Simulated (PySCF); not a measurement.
# BGe2H7O: the cost of one run

Programs: PySCF 2.14.0, with density-fitted response routines of our own. Each step states its level of theory. These are calculated values for one molecule in the gas phase, unless marked as measured. Atoms count from 0, in the outputs and in this text.

## (1) The starting structure

11 atoms, charge 0, multiplicity 1; geometry from: PBE0-D3(BJ)/def2-SVP.

Bonds of the start (Å): B0–Ge1 2.06, Ge1–O2 1.79, O2–Ge3 1.77, B0–H4 1.21, B0–H5 1.21, Ge1–H6 1.55, Ge1–H7 1.54, Ge3–H8 1.54, Ge3–H9 1.54, Ge3–H10 1.55.

## (2) Shielding tensors: PBE0/6-31G*

Job settings and geometry (Å):

```
{"job": {"kind": "nmr", "xc": "PBE0", "basis": "6-31G*", "pop": true}, "charge": 0, "multiplicity": 1}
B      2.231730     0.640041    -0.427647
Ge     1.253122    -0.970462     0.400099
O     -0.509506    -0.960444     0.108152
Ge    -1.575903     0.401195    -0.284849
H      1.642137     1.562246    -0.939032
H      3.438402     0.687334    -0.389582
H      1.469582    -0.980039     1.933976
H      1.753644    -2.316311    -0.163497
H     -1.363791     0.814711    -1.755669
H     -3.008523    -0.104370    -0.058287
H     -1.257566     1.596038     0.641458
```

With the program's defaults for keys left out, this is: GIAO PBE0/6-31G* NMR shielding, non-relativistic, gas phase.

Command:

```bash
> OMP_NUM_THREADS=1 python probes_run.py task.json out
```

One launch serves the whole session: the jobs run in the order shown.

Q: Estimate the wall time and peak memory of this first job on 1 thread of Arm Neoverse V1, shared host.

About 11 s, with a peak of 0.59 GiB.
